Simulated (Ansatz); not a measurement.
## Molecular dynamics of Tl

Input:

```yaml
accuracy: low
crystal:
  lattice:
    - [10.38, 0.0, 0.0]
    - [-5.19, 8.989344, 0.0]
    - [0.0, 0.0, 11.06508]
  atoms:
    - { symbol: Tl, position: [-0.01812232, -0.06606025, -0.05852351] }
    - { symbol: Tl, position: [0.11717849, 0.20514439, 0.15393253] }
    - { symbol: Tl, position: [0.02471984, 0.08219538, 0.4973483] }
    - { symbol: Tl, position: [0.10841848, 0.20977963, 0.76502132] }
    - { symbol: Tl, position: [-0.02470049, 0.34142759, -0.04754845] }
    - { symbol: Tl, position: [0.06444075, 0.47642598, 0.23710266] }
    - { symbol: Tl, position: [-0.06767171, 0.32235685, 0.4788401] }
    - { symbol: Tl, position: [0.12403912, 0.58043829, 0.7650571] }
    - { symbol: Tl, position: [-0.01896098, 0.63971603, 0.03342686] }
    - { symbol: Tl, position: [0.16435197, 0.88560355, 0.31836608] }
    - { symbol: Tl, position: [-0.0431233, 0.64103215, 0.43322204] }
    - { symbol: Tl, position: [0.13168646, 0.885643, 0.6324283] }
    - { symbol: Tl, position: [0.26410286, -0.04987935, 0.02663767] }
    - { symbol: Tl, position: [0.40521726, 0.18809881, 0.26940757] }
    - { symbol: Tl, position: [0.43769796, -0.01423993, 0.53054728] }
    - { symbol: Tl, position: [0.47448705, 0.2723183, 0.75408243] }
    - { symbol: Tl, position: [0.34299524, 0.46582461, -0.0059752] }
    - { symbol: Tl, position: [0.50829698, 0.66705091, 0.29146028] }
    - { symbol: Tl, position: [0.29771606, 0.36439026, 0.44217989] }
    - { symbol: Tl, position: [0.40469821, 0.53427477, 0.70285648] }
    - { symbol: Tl, position: [0.31387867, 0.69125588, 0.07209634] }
    - { symbol: Tl, position: [0.49096692, 0.94702978, 0.21682164] }
    - { symbol: Tl, position: [0.26386962, 0.6464465, 0.50457864] }
    - { symbol: Tl, position: [0.46904567, 0.96548096, 0.83786122] }
    - { symbol: Tl, position: [0.7481906, -0.02373529, 0.03519739] }
    - { symbol: Tl, position: [0.74449261, 0.25180021, 0.26578041] }
    - { symbol: Tl, position: [0.66785515, -0.05592227, 0.45452654] }
    - { symbol: Tl, position: [0.77009037, 0.15792417, 0.66566484] }
    - { symbol: Tl, position: [0.66289604, 0.23798387, -0.01271437] }
    - { symbol: Tl, position: [0.68209786, 0.49839674, 0.17653258] }
    - { symbol: Tl, position: [0.62511962, 0.35569715, 0.50554885] }
    - { symbol: Tl, position: [0.84858168, 0.63211152, 0.78852052] }
    - { symbol: Tl, position: [0.65739763, 0.66056073, -0.04347576] }
    - { symbol: Tl, position: [0.8671502, 0.8772958, 0.22666191] }
    - { symbol: Tl, position: [0.71599754, 0.70924458, 0.51518959] }
    - { symbol: Tl, position: [0.70277142, 0.8679584, 0.7555702] }
basis:
  ecutwfc: 420.0
kpoints:
  mp_grid: { grid: [1, 1, 1] }
hamiltonian:
  xc: pbesol
scf:
  occupations: { method: fermi_dirac, width: 0.1 }
  lower_state_search: "off"
md:
  timestep: 3
  n_steps: 400
  ensemble: nvt_langevin
  temperature: 720.0
  initial_velocities: maxwell_boltzmann
  seed: 703236
  friction: 0.02
  temperature_schedule:
    - { n_steps: 300, end_temperature: 300.0 }
    - { n_steps: 100, end_temperature: 300.0 }
```

Run as:

```bash
$ ansatz run input.yaml --threads 4 --pin off --max-ram 10240MiB --backend cpu --events-out ev --progress --plain --runs-dir out
```

It goes on from the last frame of an earlier run, with new velocities.

Output, in part (step lines):

```
md step     0: t =     0.00 fs  T =   700.0 K (target 720.0 K)  F+E_penalty+E_count = -406636.01790645 eV  E_kin = 3.257352 eV  (10 SCF iters)
md step     1: t =     3.00 fs  T =   728.9 K (target 719.3 K)  F+E_penalty+E_count = -406636.01455432 eV  E_kin = 3.391647 eV  (7 SCF iters)
md step     2: t =     6.00 fs  T =   788.5 K (target 717.9 K)  F+E_penalty+E_count = -406636.02808151 eV  E_kin = 3.669363 eV  (7 SCF iters)
md step     3: t =     9.00 fs  T =   799.3 K (target 716.5 K)  F+E_penalty+E_count = -406636.06707927 eV  E_kin = 3.719456 eV  (7 SCF iters)
md step     4: t =    12.00 fs  T =   770.3 K (target 715.1 K)  F+E_penalty+E_count = -406636.11979876 eV  E_kin = 3.584324 eV  (7 SCF iters)
md step     5: t =    15.00 fs  T =   731.8 K (target 713.7 K)  F+E_penalty+E_count = -406636.17028921 eV  E_kin = 3.405487 eV  (5 SCF iters)
md step     6: t =    18.00 fs  T =   689.8 K (target 712.3 K)  F+E_penalty+E_count = -406636.21389523 eV  E_kin = 3.209954 eV  (5 SCF iters)
md step     7: t =    21.00 fs  T =   651.1 K (target 710.9 K)  F+E_penalty+E_count = -406636.25555071 eV  E_kin = 3.029891 eV  (5 SCF iters)
[... lines left out ...]
```

The steps, from the saved trajectory:

| time (fs) | T (K) | potential energy less start (eV) |
| --- | --- | --- |
| 0.0 | 700 | 0.000 |
| 39.0 | 662 | -0.502 |
| 78.0 | 705 | -1.022 |
| 117.0 | 548 | -1.031 |
| 156.0 | 575 | -1.124 |
| 195.0 | 618 | -1.436 |
| 234.0 | 559 | -1.645 |
| 273.0 | 626 | -2.010 |
| 312.0 | 511 | -2.133 |
| 351.0 | 696 | -2.428 |
| 390.0 | 689 | -2.637 |
| 429.0 | 657 | -2.796 |
| 468.0 | 516 | -3.045 |
| 507.0 | 505 | -3.101 |
| 546.0 | 466 | -3.331 |
| 585.0 | 438 | -3.563 |
| 624.0 | 350 | -3.480 |
| 663.0 | 427 | -3.432 |
| 702.0 | 415 | -3.590 |
| 741.0 | 408 | -3.762 |
| 780.0 | 389 | -3.837 |
| 819.0 | 354 | -3.873 |
| 858.0 | 404 | -4.061 |
| 897.0 | 328 | -4.215 |
| 936.0 | 365 | -4.231 |
| 975.0 | 290 | -4.246 |
| 1014.0 | 263 | -4.184 |
| 1053.0 | 298 | -4.189 |
| 1092.0 | 298 | -4.338 |
| 1131.0 | 316 | -4.196 |
| 1170.0 | 381 | -4.188 |

All steps were run. The schedule's set-point averaged 335 K over the second half and the system 346 K. A run of 1.2 ps of so small a system gives no equilibrium averages. Limits of this set-up: coarse k mesh, low accuracy level.

Mean squared displacements from the first frame to the last, about the centre of mass: Tl 0.34 Å².

Last frame:

```xyz
36
Lattice="10.3800 0.0000 0.0000 -5.1900 8.9893 0.0000 0.0000 0.0000 11.0651" Properties=species:S:1:pos:R:3
Tl 0.772 -0.678 -1.006
Tl -0.124 1.540 1.839
Tl -0.255 0.669 4.949
Tl 0.782 1.698 7.692
Tl -2.216 2.880 -0.307
Tl -1.258 4.448 2.820
Tl -1.886 3.674 5.912
Tl -1.265 5.716 8.678
Tl -3.359 5.697 0.710
Tl -2.553 7.862 3.506
Tl -3.812 5.330 4.430
Tl -3.268 8.017 6.670
Tl 2.795 0.439 0.609
Tl 3.477 1.995 3.200
Tl 4.518 0.465 5.746
Tl 3.432 2.410 8.767
Tl 0.789 3.683 -0.973
Tl 1.707 5.802 2.921
Tl 1.051 3.406 4.569
Tl 1.746 4.918 7.160
Tl -0.173 6.277 0.519
Tl 0.123 8.736 2.209
Tl -0.519 6.549 5.640
Tl -0.749 8.674 8.801
Tl 7.911 -0.575 0.673
Tl 6.820 2.362 3.170
Tl 7.496 -0.408 4.365
Tl 7.126 1.658 7.263
Tl 5.353 1.958 -0.123
Tl 4.559 4.448 2.081
Tl 4.722 3.376 5.721
Tl 6.100 5.494 8.429
Tl 3.641 5.494 -0.773
Tl 4.950 7.556 2.296
Tl 4.091 6.468 6.152
Tl 3.135 8.091 8.685
```

Run time: 21 min on 4 threads of Intel(R) Xeon(R) 6975P-C (Granite Rapids), with other jobs on the host, peak memory 1.3 GiB.
